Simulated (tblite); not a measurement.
# C6H8F3P: the cost of one run

Programs: tblite 0.8.0 and PySCF 2.14.0, with density-fitted response routines of our own. Each step states its level of theory. These are calculated values for one molecule, in the gas phase or a continuum, unless marked as measured. Atoms count from 0, in the outputs and in this text.

## Step 1: The starting structure

18 atoms, charge 0, multiplicity 1; geometry from: force field or distance geometry start.

Bonds of the start (Å): C0–C1 1.48, C1–C2 1.32, C2–C3 1.47, C3–C4 1.52, C4–P5 1.89, P5–C6 1.83, C6–F7 1.38, C6–F8 1.38, C6–F9 1.37, P5–C1 1.86, C0–H10 1.12, C0–H11 1.12, C0–H12 1.11, C2–H13 1.10, C3–H14 1.12, C3–H15 1.11, C4–H16 1.09, C4–H17 1.10.

## Step 2: Relaxing the molecule with GFN2-xTB

Job settings and geometry (Å):

```
{"job": {"kind": "relax", "xc": "GFN2-xTB", "basis": "xTB"}, "charge": 0, "multiplicity": 1}
C      1.682500    -1.533900     0.028000
C      0.957600    -0.252000    -0.162900
C      1.348700     0.994900     0.004600
C      0.327400     2.014600    -0.292200
C     -1.059000     1.527600     0.091200
P     -0.824600    -0.186600    -0.680600
C     -1.854000    -1.453100     0.137000
F     -1.996700    -1.271400     1.499200
F     -3.077200    -1.465800    -0.511300
F     -1.324100    -2.711700    -0.017200
H      2.108500    -1.789400    -0.976300
H      2.525600    -1.452500     0.764200
H      0.981400    -2.346300     0.325300
H      2.372600     1.247600     0.326100
H      0.299800     2.119300    -1.409700
H      0.549400     3.011200     0.141100
H     -1.168200     1.490400     1.170600
H     -1.858500     2.063300    -0.449000
```

Started as:

```console
$ OMP_NUM_THREADS=1 python probes_run.py task.json out
```

This one command runs all jobs of the session in turn.

Q: Estimate the wall time and peak memory of this first job on 1 thread of Arm Neoverse N1, shared host.

About 1.7 s, with a peak of 0.18 GiB.
